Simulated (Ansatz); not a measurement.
# C2H4InN: small, medium and large basis sets

How large a basis does C2H4InN need? Two functionals are run in growing sets.

Method: one geometry, several basis sets; program: Ansatz 0.2.0, Gaussian basis.

Levels to be run: PBE0-D4/def2-SVP; ωB97M-V/def2-SVP; PBE0-D4/def2-QZVPP; ωB97M-V/def2-QZVPP; the functionals' def2-TZVPP values are taken from earlier runs.

**1. The geometry**

The geometry comes from an earlier relaxation with PBE0-D4 in a triple-zeta def2 set; it is a stationary point, not always the lowest conformer. In takes the def2 core potential; no spin-orbit term is included.

SMILES `[InH2][C]1=NC1`, 8 atoms, charge 0, spin multiplicity 1.

Atoms are counted from 1 here; the program's logs count them from 0.

Bond lengths: In1–C2 2.140 Å, In1–H5 1.714 Å, In1–H6 1.714 Å, C2–N3 1.257 Å, C2–C4 1.474 Å, N3–C4 1.498 Å, C4–H7 1.087 Å, C4–H8 1.087 Å. Angles: C2–In1–H5 117.0°, C2–In1–H6 117.0°, H5–In1–H6 126.0°, In1–C2–N3 143.1°, In1–C2–C4 150.9°, N3–C2–C4 66.0°, C2–N3–C4 64.0°, C2–C4–N3 50.0°, C2–C4–H7 120.2°, C2–C4–H8 120.2°, N3–C4–H7 117.0°, N3–C4–H8 117.0°, H7–C4–H8 115.8°.

**2. PBE0-D4 in def2-SVP**

File in.yaml:

```yaml
crystal:
  periodic: [false, false, false]
  atoms:
    - {symbol: In, position_ang: [-0.954290, 1.598746, -0.192745]}
    - {symbol: C, position_ang: [0.375620, -0.039250, 0.166976]}
    - {symbol: N, position_ang: [1.501910, -0.334811, 0.639837]}
    - {symbol: C, position_ang: [0.698788, -1.475167, 0.094202]}
    - {symbol: H, position_ang: [-0.837163, 2.375133, -1.716268]}
    - {symbol: H, position_ang: [-2.096483, 1.956659, 1.033982]}
    - {symbol: H, position_ang: [1.037051, -1.912658, -0.841268]}
    - {symbol: H, position_ang: [0.274567, -2.168652, 0.815273]}
basis:
  gaussian: {orbitals: def2-SVP}
hamiltonian: {xc: pbe0, dispersion: d4}
output: {orbitals: {seedname: orbitals}}
```

Started as:

```sh
$ ansatz run in.yaml --threads 2 --pin off --events-out ev --progress --plain --max-ram 4352MiB
```

Further steps of the session: ωB97M-V in def2-SVP; PBE0-D4 in def2-QZVPP; ωB97M-V in def2-QZVPP.

Before running them: what should the planned runs give, taken together? Wanted: PBE0-D4: double and triple zeta above quadruple; ωB97M-V: double and triple zeta above quadruple.

**Answer**, as computed:

```
                                       quantity          value
PBE0-D4: double and triple zeta above quadruple  4.54, 0.24 eV
ωB97M-V: double and triple zeta above quadruple  4.72, 0.23 eV
```

In words: For PBE0-D4 the step from double to triple zeta gains 4.29 eV and the next only 0.24 eV. These are total energies; as a rule much of such shifts cancels in differences, which this series doesn't test.
